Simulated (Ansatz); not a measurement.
# HBr with CO: superposition error and deformation

The task here is to estimate one member of a computed series from the others.

Method: PBE0-D4 structures, single points in def2-TZVPPD; program: Ansatz 0.2.0, Gaussian basis.

Levels: PBE-D4, revPBE-D4, BLYP-D4, r2SCAN-D4, B97M-V, PBE0-D4, B3LYP-D4, HSE06-D4, wB97X-V, wB97M-V, B2PLYP, Hartree-Fock, MP2, CCSD, CCSD(T).

Cores are frozen in the correlated methods. Filled d shells of the heavier atoms are correlated. B3LYP uses VWN-RPA correlation. B2PLYP carries no dispersion term here.

129 further runs of the same task are left out: 129 set aside as unsound or not needed.

### The system as given

The relaxed pair: 4 atoms, charge 0, spin multiplicity 1.

Atoms are counted from 1 here; the program's logs count them from 0.

Bond lengths: Br1–H2 1.427 Å, C3–O4 1.121 Å.

Geometry (Å):

```
Br    0.1284    0.0204   -2.5167
H     0.0556    0.0096   -1.0920
C    -0.0635   -0.0098    1.2445
O    -0.1205   -0.0201    2.3644
```

Atoms 1 to 2 are fragment A (HBr), the rest fragment B (CO). From earlier runs, pair energy (eV) and counterpoise interaction (kJ/mol):

```csv
method,E(pair),interaction
PBE-D4,-73133.55276,-9.98
revPBE-D4,-73140.82569,-7.71
BLYP-D4,-73147.93802,-7.34
r2SCAN-D4,-73145.39433,-6.68
B97M-V,-73134.37692,-7.23
PBE0-D4,-73135.90322,-8.53
B3LYP-D4,-73148.48827,-7.22
HSE06-D4,-73135.87487,-8.62
wB97X-V,-73140.14535,-6.48
wB97M-V,-73142.87790,-6.00
B2PLYP,-73135.14179,-5.49
MP2,-73101.63071,-7.55
CCSD(T),-73102.68342,-5.72
```

First each fragment is run alone in its own basis, frozen in the shape it has in the pair (a, b).

The first run:

File a/in.yaml:

```yaml
crystal:
  periodic: [false, false, false]
  atoms:
    - {symbol: Br, position_ang: [0.128406, 0.020365, -2.516742]}
    - {symbol: H, position_ang: [0.055630, 0.009572, -1.092019]}
basis:
  gaussian: {orbitals: "def2-TZVPPD.json"}
hamiltonian: {xc: pbe, dispersion: d4}
```

File b/in.yaml:

```yaml
crystal:
  periodic: [false, false, false]
  atoms:
    - {symbol: C, position_ang: [-0.063504, -0.009800, 1.244477]}
    - {symbol: O, position_ang: [-0.120532, -0.020137, 2.364383]}
basis:
  gaussian: {orbitals: "def2-TZVPPD.json"}
hamiltonian: {xc: pbe, dispersion: d4}
```

The basis file named in the input lies beside it (Basis Set Exchange, JSON).

The same command starts each run, in its folder.

Launch:

```sh
ansatz run in.yaml --threads 2 --pin off --events-out ev --progress --plain --max-ram 5222MiB
```

Among the steps run: PBE-D4/def2-TZVPPD; r2SCAN-D4/def2-TZVPPD; PBE0-D4/def2-TZVPPD; B3LYP-D4/def2-TZVPPD; wB97X-V/def2-TZVPPD; wB97M-V/def2-TZVPPD; B2PLYP/def2-TZVPPD; BLYP-D4/def2-TZVPPD; revPBE-D4/def2-TZVPPD; B97M-V/def2-TZVPPD; HSE06-D4/def2-TZVPPD; CCSD(T)/def2-TZVPPD; Relaxing HBr alone; Relaxing CO alone.

One of the session's tables, all rows but one given; the rest of the session is left out.

```
      method  interaction with counterpoise (kJ/mol)
      PBE-D4                                   -9.98
   revPBE-D4                                   -7.71
     BLYP-D4                                   -7.34
   r2SCAN-D4                                   -6.68
      B97M-V                                   -7.23
     PBE0-D4                                   -8.53
    B3LYP-D4                                   -7.22
    HSE06-D4                                   -8.62
     wB97X-V                                   -6.48
     wB97M-V                                   -6.00
      B2PLYP                                   -5.49
Hartree-Fock                                    1.59
         MP2                                   -7.55
        CCSD                                       ?
     CCSD(T)                                   -5.72
```

Estimate the missing values for CCSD.

As computed: interaction with counterpoise (kJ/mol): -4.41. In the column «interaction with counterpoise (kJ/mol)» it lies between B2PLYP (-5.49) and Hartree-Fock (1.59).
